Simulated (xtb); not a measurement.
**GFN2-xTB run of CH4O2Si (SMILES CO[Si]O)**

Wanted: an optimisation with harmonic vibrations of CH4O2Si. 

The calculation is run with xtb 6.7.1.

12 further runs of the same task are left out: 12 set aside as unsound or not needed.

## (1) The structure to begin with

CH4O2Si has 8 atoms, charge 0, and is taken as a singlet. SMILES: `CO[Si]O`. The coordinates come from a PBE0-D4/def2-TZVP relaxation. This is one conformer, not always the lowest. The run starts from this shape.

Bond lengths: C1–O2 1.411 Å, O2–Si3 1.657 Å, Si3–O4 1.644 Å, C1–H5 1.092 Å, C1–H6 1.097 Å, C1–H7 1.092 Å, O4–H8 0.963 Å. Angles: C1–O2–Si3 123.9°, O2–Si3–O4 99.6°, O2–C1–H5 109.5°, O2–C1–H6 112.0°, O2–C1–H7 109.5°, Si3–O4–H8 117.2°, H5–C1–H6 108.6°, H5–C1–H7 108.7°, H6–C1–H7 108.6°.

## (2) An optimisation with harmonic vibrations at GFN2-xTB

geom.xyz

```xyz
8
CH4O2Si
C     -0.595700     1.128900    -0.241700
O      0.002900    -0.148600    -0.216100
Si     0.765000    -0.787100     1.109800
O      1.218200    -2.241000     0.490500
H     -0.124000     1.736300    -1.017400
H     -0.496000     1.649400     0.718400
H     -1.658300     1.028200    -0.474300
H      0.980000    -2.423400    -0.425000
```

Run with:

```bash
xtb --ohess vtight --chrg 0 -- geom.xyz | tee xtb.out
```

**Question.** What will come out? Wanted: total energy at the end; dipole moment; HOMO energy; LUMO energy; HOMO–LUMO gap; dispersion energy; mean polarisability; lowest harmonic wavenumber; highest harmonic wavenumber.

Answer, from the run:

At GFN2-xTB:

| quantity | value |
| --- | --- |
| total energy at the end | -14.08733 Eh |
| dipole moment | 2.01 D |
| HOMO energy | -9.51 eV |
| LUMO energy | -5.73 eV |
| HOMO–LUMO gap | 3.78 eV |
| dispersion energy | -9.46 kJ/mol |
| mean polarisability (D4 model) | 56.8 bohr³ |
| lowest harmonic wavenumber | 11i cm⁻¹ (imaginary) |
| highest harmonic wavenumber | 3525 cm⁻¹ |

At the final geometry: Bond lengths: C1–O2 1.384 Å, O2–Si3 1.653 Å, Si3–O4 1.614 Å, C1–H5 1.094 Å, C1–H6 1.094 Å, C1–H7 1.094 Å, O4–H8 0.960 Å. Angles: C1–O2–Si3 129.1°, O2–Si3–O4 98.9°, O2–C1–H5 109.4°, O2–C1–H6 111.7°, O2–C1–H7 109.4°, Si3–O4–H8 123.1°, H5–C1–H6 108.8°, H5–C1–H7 108.8°, H6–C1–H7 108.8°. 1 mode is imaginary (lowest 11i cm⁻¹); so small a value may be numerical noise or a very soft motion. Mulliken charges run from -0.49 on O4 to +0.45 on Si3.
